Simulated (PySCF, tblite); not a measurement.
# CH10O2Si3: dynamics, then NMR shifts on frames, part 1 of 2

How do NMR shifts of CH10O2Si3 (`C[SiH2]O[SiH2]O[SiH3]`) change as the atoms move?

The runs use tblite 0.8.0 and PySCF 2.14.0, with density-fitted response routines of our own; the level of theory stands in each step. All values are computed, except where a source is named. Atoms count from 0, in the outputs and in this text.

### 1 The molecule as given

16 atoms, charge 0, multiplicity 1; geometry from: GFN2-xTB.

Bonds of the start (Å): C0–Si1 1.90, Si1–O2 1.62, O2–Si3 1.61, Si3–O4 1.62, O4–Si5 1.62, C0–H6 1.09, C0–H7 1.09, C0–H8 1.09, Si1–H9 1.47, Si1–H10 1.46, Si3–H11 1.45, Si3–H12 1.46, Si5–H13 1.46, Si5–H14 1.46, Si5–H15 1.46.

### 2 Dynamics with GFN2-xTB

The job: settings as JSON, then the geometry in Å.

```
{"job": {"kind": "md", "xc": "GFN2-xTB", "basis": "xTB", "temperature": 300, "steps": 2000, "every": 50, "frames": 5}, "charge": 0, "multiplicity": 1}
C     -2.766904     0.383155     0.020700
Si    -1.363532    -0.891800     0.003979
O     -0.388737    -0.589304     1.268088
Si     1.015121    -0.171291     1.945574
O      2.091053     0.261837     0.819874
Si     2.570153     0.555839    -0.697417
H     -3.456054     0.210874    -0.800638
H     -3.337694     0.334074     0.944485
H     -2.387807     1.397702    -0.074085
H     -0.586301    -0.803718    -1.236669
H     -1.853457    -2.251669     0.242609
H      1.552366    -1.353166     2.602211
H      0.762741     1.007544     2.760769
H      2.584024    -0.707160    -1.436309
H      1.648449     1.511045    -1.313956
H      3.908980     1.114981    -0.525660
```

With the program's defaults for keys left out, this is: GFN2-xTB Langevin dynamics, gas phase.

Command:

```sh
$ OMP_NUM_THREADS=1 python probes_run.py task.json out
```

The driver reads the jobs from task.json and runs them one after another.

Log:

```text
t/fs     T/K      E/eV
    0.0   244.0   -565.64692
   25.0   174.0   -565.40216
   50.0   251.8   -565.37574
   75.0   300.8   -565.35532
  100.0   285.3   -565.33193
  125.0   264.7   -565.31930
  150.0   230.0   -565.38662
  175.0   206.7   -565.35665
  200.0   295.5   -565.27749
  225.0   271.6   -565.17838
  250.0   294.9   -565.05636
  275.0   249.2   -565.02350
  300.0   285.4   -565.09908
  325.0   386.7   -565.26323
  350.0   356.6   -565.21014
  375.0   252.2   -565.17008
  400.0   220.1   -565.20820
  425.0   256.0   -565.16247
  450.0   282.0   -565.19573
  475.0   210.5   -565.12521
  500.0   277.0   -565.21034
  525.0   267.1   -565.00957
  550.0   286.6   -564.94479
  575.0   300.4   -565.08607
  600.0   316.1   -565.08325
  625.0   294.4   -565.07487
  650.0   305.3   -565.12415
  675.0   268.8   -565.11977
  700.0   217.0   -564.98165
  725.0   269.7   -565.12772
  750.0   256.9   -565.11382
  775.0   354.9   -565.25663
  800.0   322.1   -565.15834
  825.0   267.1   -565.14706
  850.0   287.6   -565.12258
  875.0   243.0   -564.97074
  900.0   288.1   -564.99494
  925.0   379.2   -565.11309
  950.0   441.9   -565.23613
  975.0   270.8   -565.02934
 1000.0   269.3   -564.95891
```

Wall time 12 s (1 thread, shared host).

Distance from the start (root mean square after alignment): 0 fs 0.00 Å, 200 fs 0.37 Å, 400 fs 0.68 Å, 600 fs 0.90 Å, 800 fs 0.86 Å, 1000 fs 0.97 Å.

Positions (Å) and forces (eV/Å) at 1000 fs:

```xyz
16

C    -2.616    1.994    1.432    1.293    0.071    0.749
Si   -2.469    0.070    1.469    1.711    2.059    0.110
O    -1.070   -0.505    2.078    0.741    0.592   -0.330
Si    0.556   -0.288    2.100   -0.427   -0.845    0.780
O     1.175   -0.754    0.700    0.009   -0.366   -0.461
Si    2.299   -1.376   -0.281   -0.463    0.503   -1.189
H    -3.096    2.152    0.493   -0.695    0.679   -0.279
H    -3.153    2.474    2.286    0.455   -0.455   -0.941
H    -1.609    2.488    1.318   -0.946   -0.463    0.377
H    -2.765   -0.186    0.127   -0.004   -0.769   -1.594
H    -3.358   -0.480    2.338   -1.868   -1.220    1.805
H     0.909   -1.311    3.100   -0.032    0.231   -0.094
H     1.173    1.004    2.351   -0.356    0.192    0.001
H     2.968   -2.548    0.203    0.172   -0.353    0.405
H     1.642   -1.737   -1.599    0.179    0.230    0.741
H     3.163   -0.211   -0.451    0.232   -0.088   -0.081
```

### 3 Shielding tensors: 250 fs, PBE0/pcSseg-1

The job: settings as JSON, then the geometry in Å.

```
{"job": {"kind": "nmr", "xc": "PBE0", "basis": "pcSseg-1", "pop": false}, "charge": 0, "multiplicity": 1}
C     -2.869100     0.649500     0.122500
Si    -1.774900    -0.870700     0.076600
O     -0.916600    -0.861500     1.471200
Si     0.567200    -0.974600     2.047000
O      1.470200     0.171500     1.265200
Si     2.503700     0.193500    -0.057300
H     -3.585200     0.651900    -0.680700
H     -3.518600     0.564300     0.908900
H     -2.384700     1.633000     0.097200
H     -0.916500    -0.725700    -1.140900
H     -2.549500    -2.064600     0.258900
H      1.067100    -2.300200     1.705000
H      0.693600    -0.538400     3.438900
H      2.416500    -0.857200    -0.941800
H      2.128600     1.491400    -0.561100
H      3.768300     0.160800     0.687700
```

Level: GIAO PBE0/pcSseg-1 NMR shielding, non-relativistic, gas phase.

Log:

```text
coarse grid: 14336 points
cycle   1  E = -1062.2773026575  dE =  5.615e-01  |g| = 1.084e+00  |ddm| = 3.585e+00
cycle   2  E = -1061.8785683445  dE =  3.987e-01  |g| = 1.786e+00  |ddm| = 2.412e+00
cycle   3  E = -1062.4867979294  dE = -6.082e-01  |g| = 1.352e-01  |ddm| = 1.789e+00
cycle   4  E = -1062.4897403605  dE = -2.942e-03  |g| = 6.928e-02  |ddm| = 1.548e-01
cycle   5  E = -1062.4907124567  dE = -9.721e-04  |g| = 1.754e-02  |ddm| = 5.757e-02
cycle   6  E = -1062.4907642128  dE = -5.176e-05  |g| = 4.888e-03  |ddm| = 1.598e-02
cycle   7  E = -1062.4907690806  dE = -4.868e-06  |g| = 7.625e-04  |ddm| = 4.474e-03
final grid: 123128 points
cycle   8  E = -1062.5437346005  dE = -1.160e-05  |g| = 1.022e-02  |ddm| = 1.622e-02
cycle   9  E = -1062.5437125874  dE =  2.201e-05  |g| = 1.499e-02  |ddm| = 1.660e-02
cycle  10  E = -1062.5437534315  dE = -4.084e-05  |g| = 1.079e-03  |ddm| = 1.061e-02
cycle  11  E = -1062.5437536740  dE = -2.425e-07  |g| = 1.689e-04  |ddm| = 9.756e-04
cycle  12  E = -1062.5437536805  dE = -6.522e-09  |g| = 5.060e-05  |ddm| = 1.748e-04
cycle  13  E = -1062.5437536808  dE = -3.383e-10  |g| = 2.624e-05  |ddm| = 5.293e-05
converged SCF energy = -1062.5437536808

GIAO shielding tensors (ppm)
atom      isotropic    diamagn.    paramagn.     s11        s22        s33       span
  0 C      191.167     249.950     -58.782    175.185    196.622    201.695     26.510
  1 Si     370.131     880.536    -510.404    309.467    382.228    418.699    109.231
  2 O      268.600     402.517    -133.917    209.917    274.898    320.985    111.068
  3 Si     388.415     881.397    -492.982    375.154    392.254    397.837     22.683
  4 O      287.027     402.007    -114.980    183.885    323.916    353.280    169.395
  5 Si     375.822     880.306    -504.484    327.957    348.380    451.129    123.173
  6 H       32.432      29.156       3.276     28.438     28.652     40.207     11.769
  7 H       32.853      30.542       2.311     28.403     30.459     39.698     11.295
  8 H       30.896      31.957      -1.061     26.544     28.848     37.295     10.751
  9 H       26.004      32.144      -6.139     22.152     26.040     29.820      7.668
 10 H       26.681      29.682      -3.001     22.490     25.406     32.148      9.659
 11 H       26.745      30.481      -3.735     23.351     25.009     31.876      8.525
 12 H       26.620      28.874      -2.254     22.824     24.535     32.502      9.678
 13 H       27.500      32.113      -4.613     24.352     26.605     31.544      7.192
 14 H       26.497      31.000      -4.503     22.857     25.081     31.552      8.695
 15 H       26.227      28.488      -2.261     22.160     24.644     31.877      9.718
```

It took 19 s on 1 thread, shared host.

Shifts follow as δ = σ(reference) − σ, with reference shieldings (ppm) from runs at the same level and on the same kind of geometry: 1H TMS 31.72, 13C TMS 186.9, 29Si TMS 349.2, 17O H2O 336.1. The references are single molecules in the gas phase, so shifts against H2O, NH3, PH3, H3PO4 or CFCl3 are not on the usual liquid scales and can be off by tens of ppm. Each atom is listed at this fixed geometry, with no averaging over motion; a spectrum would average atoms that exchange fast.

| atoms | environment | σ (ppm) | δ (ppm) |
| --- | --- | --- | --- |
| C0 | methyl carbon bonded to Si | 191.2 | -4.2 |
| H9 | hydrogen on a silicon bonded to C, O | 26.00 | 5.71 |
| H15 | hydrogen on a silicon bonded to O | 26.23 | 5.49 |
| H14 | hydrogen on a silicon bonded to O | 26.50 | 5.22 |
| H12 | hydrogen on a silicon bonded to 2 O | 26.62 | 5.10 |
| H10 | hydrogen on a silicon bonded to C, O | 26.68 | 5.04 |
| H11 | hydrogen on a silicon bonded to 2 O | 26.75 | 4.97 |
| H13 | hydrogen on a silicon bonded to O | 27.50 | 4.22 |
| H8 | hydrogen on a methyl carbon bonded to Si | 30.90 | 0.82 |
| H6 | hydrogen on a methyl carbon bonded to Si | 32.43 | -0.72 |
| H7 | hydrogen on a methyl carbon bonded to Si | 32.85 | -1.14 |
| Si1 | silicon bonded to C, O, 2 H | 370.1 | -21.0 |
| Si5 | silicon bonded to O, 3 H | 375.8 | -26.7 |
| Si3 | silicon bonded to 2 O, 2 H | 388.4 | -39.3 |
| O2 | oxygen bonded to 2 Si | 268.6 | 67.5 |
| O4 | oxygen bonded to 2 Si | 287.0 | 49.1 |

### 4 Nuclear shieldings: 425 fs, PBE0/pcSseg-1

The job: settings as JSON, then the geometry in Å.

```
{"job": {"kind": "nmr", "xc": "PBE0", "basis": "pcSseg-1", "pop": false}, "charge": 0, "multiplicity": 1}
C     -3.349200     0.531700     0.705700
Si    -2.335800    -0.970800     0.358100
O     -1.106800    -0.898600     1.494500
Si     0.075000    -0.380700     2.410900
O      1.412300    -0.640400     1.635100
Si     2.038400    -0.441100     0.141600
H     -4.181500     0.738800     0.045500
H     -3.728800     0.309800     1.704200
H     -2.682700     1.457900     0.871600
H     -1.839900    -0.974900    -0.973300
H     -2.958300    -2.234100     0.642900
H      0.178700    -1.345900     3.553700
H      0.075700     1.020300     2.829700
H      1.007200    -0.673100    -0.895300
H      2.373400     1.030400     0.052400
H      3.207100    -1.303200     0.213200
```

Level: GIAO PBE0/pcSseg-1 NMR shielding, non-relativistic, gas phase.

Log:

```text
coarse grid: 14336 points
cycle   1  E = -1062.2978515163  dE =  5.711e-01  |g| = 1.062e+00  |ddm| = 3.585e+00
cycle   2  E = -1061.9720676961  dE =  3.258e-01  |g| = 1.677e+00  |ddm| = 2.149e+00
cycle   3  E = -1062.4945016332  dE = -5.224e-01  |g| = 1.109e-01  |ddm| = 1.552e+00
cycle   4  E = -1062.4965437793  dE = -2.042e-03  |g| = 5.401e-02  |ddm| = 1.307e-01
cycle   5  E = -1062.4972525922  dE = -7.088e-04  |g| = 8.612e-03  |ddm| = 4.495e-02
cycle   6  E = -1062.4972674940  dE = -1.490e-05  |g| = 2.636e-03  |ddm| = 9.319e-03
cycle   7  E = -1062.4972684662  dE = -9.722e-07  |g| = 1.183e-03  |ddm| = 2.461e-03
final grid: 123128 points
cycle   8  E = -1062.5513348733  dE = -6.571e-06  |g| = 1.083e-02  |ddm| = 1.734e-02
cycle   9  E = -1062.5513091680  dE =  2.571e-05  |g| = 1.612e-02  |ddm| = 1.745e-02
cycle  10  E = -1062.5513557784  dE = -4.661e-05  |g| = 7.830e-04  |ddm| = 1.091e-02
cycle  11  E = -1062.5513559067  dE = -1.283e-07  |g| = 1.563e-04  |ddm| = 7.126e-04
cycle  12  E = -1062.5513559126  dE = -5.928e-09  |g| = 2.891e-05  |ddm| = 1.513e-04
cycle  13  E = -1062.5513559128  dE = -1.255e-10  |g| = 1.534e-05  |ddm| = 3.270e-05
converged SCF energy = -1062.5513559128

GIAO shielding tensors (ppm)
atom      isotropic    diamagn.    paramagn.     s11        s22        s33       span
  0 C      185.210     254.289     -69.079    169.660    185.058    200.911     31.252
  1 Si     361.255     881.543    -520.288    312.330    351.462    419.975    107.645
  2 O      274.752     401.210    -126.458    224.495    256.778    342.982    118.486
  3 Si     402.955     881.963    -479.009    393.782    396.112    418.970     25.187
  4 O      284.257     402.310    -118.053    202.139    277.972    372.659    170.521
  5 Si     392.407     880.638    -488.231    357.894    359.672    459.654    101.760
  6 H       31.450      28.318       3.132     27.353     27.413     39.584     12.231
  7 H       30.919      27.696       3.223     27.098     29.001     36.656      9.558
  8 H       29.625      31.908      -2.283     25.503     28.305     35.066      9.563
  9 H       26.787      32.897      -6.110     22.968     26.141     31.253      8.286
 10 H       26.776      29.523      -2.747     23.183     25.111     32.034      8.851
 11 H       26.465      28.043      -1.578     22.690     24.478     32.226      9.535
 12 H       26.598      31.017      -4.419     23.227     24.874     31.692      8.465
 13 H       26.096      32.848      -6.752     22.154     26.593     29.542      7.388
 14 H       26.022      30.521      -4.498     23.077     24.372     30.617      7.540
 15 H       26.479      29.392      -2.913     22.818     24.608     32.012      9.195
```

It took 19 s on 1 thread, shared host.

Key values: δ C0 1.7, Si1 -12.1, Si5 -43.2, Si3 -53.8, H14 5.69, H13 5.62 ppm.

(Continued in part 2 of 2.)
